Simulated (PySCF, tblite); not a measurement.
**C5H10B2N2: geometry, infrared bands and NMR shifts**

What infrared bands and NMR shifts should C5H10B2N2 (`C#CB(N)NBC1CC1`) show?

Programs: tblite 0.8.0 and PySCF 2.14.0, with density-fitted response routines of our own. Each step states its level of theory. These are calculated values for one molecule in the gas phase, unless marked as measured. Atoms count from 0, in the outputs and in this text.

## 1. The starting structure

19 atoms, charge 0, multiplicity 1; geometry from: force field or distance geometry start.

Bonds of the start (Å): C0–C1 1.23, C1–B2 1.54, B2–N3 1.55, B2–N4 1.55, N4–B5 1.51, B5–C6 1.60, C6–C7 1.51, C7–C8 1.52, C8–C6 1.51, C0–H9 1.05, N3–H10 1.06, N3–H11 1.07, N4–H12 1.05, B5–H13 1.17, C6–H14 1.12, C7–H15 1.10, C7–H16 1.11, C8–H17 1.12, C8–H18 1.09.

## 2. Geometry optimisation with GFN2-xTB

What the job is given:

```
{"job": {"kind": "relax", "xc": "GFN2-xTB", "basis": "xTB"}, "charge": 0, "multiplicity": 1}
C      3.902700    -2.084100     0.171700
C      3.027900    -1.271000    -0.133200
B      1.951700    -0.230000    -0.482600
N      2.518500     1.170400    -0.833500
N      0.770400    -0.195000     0.521100
B     -0.581700    -0.162200    -0.144100
C     -1.772500     0.370500     0.781200
C     -2.957400     0.979400     0.071300
C     -3.090100    -0.358100     0.781700
H      4.630100    -2.784000     0.450700
H      3.384800     0.964700    -1.409700
H      2.909400     1.571700     0.077000
H      0.847900     0.664700     1.120600
H     -0.805000    -0.623100    -1.200200
H     -1.493000     0.802600     1.780500
H     -3.048800     0.913600    -1.021000
H     -3.329300     1.907800     0.548100
H     -3.660400    -0.349500     1.740000
H     -3.215100    -1.279000     0.203200
```

Run with:

```
$ OMP_NUM_THREADS=1 python probes_run.py task.json out
```

This one command runs all jobs of the session in turn.

**Question.** This job is followed by: GFN2-xTB harmonic vibrations, gas phase; GIAO PBE0/pcSseg-1 NMR shielding, non-relativistic, gas phase. Predict these results of the whole session: strongest single infrared mode (GFN2-xTB); zero-point energy (GFN2-xTB); 13C shifts against TMS (PBE0/pcSseg-1, means over atoms taken as alike); 1H shifts against TMS (PBE0/pcSseg-1, means over atoms taken as alike); 11B shifts against BF3·OEt2 (PBE0/pcSseg-1); 15N shifts against NH3 (PBE0/pcSseg-1); surface potential, 1st and 99th percentile.

**Answer**, as computed:

| quantity | value |
| --- | --- |
| strongest single infrared mode (GFN2-xTB) | 1414 cm⁻¹, 964 km/mol |
| zero-point energy (GFN2-xTB) | 94.0 kcal/mol |
| 13C shifts against TMS (PBE0/pcSseg-1, means over atoms taken as alike) | 98.8, 90.7, 9.7, 6.1 ppm |
| 1H shifts against TMS (PBE0/pcSseg-1, means over atoms taken as alike) | 5.37, 5.03, 3.09, 2.04, 0.69, 0.56, -0.19 ppm |
| 11B shifts against BF3·OEt2 (PBE0/pcSseg-1) | 48.2, 20.8 ppm |
| 15N shifts against NH3 (PBE0/pcSseg-1) | 156.5, 88.0 ppm |
| surface potential, 1st and 99th percentile | -1.13 V and 1.82 V |

In words: The optimisation took 190 steps and gained 2.558 eV; among the close pairs (by a distance rule), B2–N3 changed most, from 1.551 to 1.399 Å. All 51 modes are real, so the xTB geometry is a minimum. The strongest single mode, at 1414 cm⁻¹, is carried by N4, B5, H12, B2. GFN2-xTB is a fitted tight-binding method: band positions and strengths are rough. Its intensities can rank the bands wrongly. At PBE0/pcSseg-1: The widest tensor belongs to C1: span 301 ppm, with a paramagnetic part of -159 ppm. By nearest atom (PBE0/pcSseg-1), the HOMO sits on N3 35 %; N4 24 % and the LUMO on B2 25 %; B5 17 %.
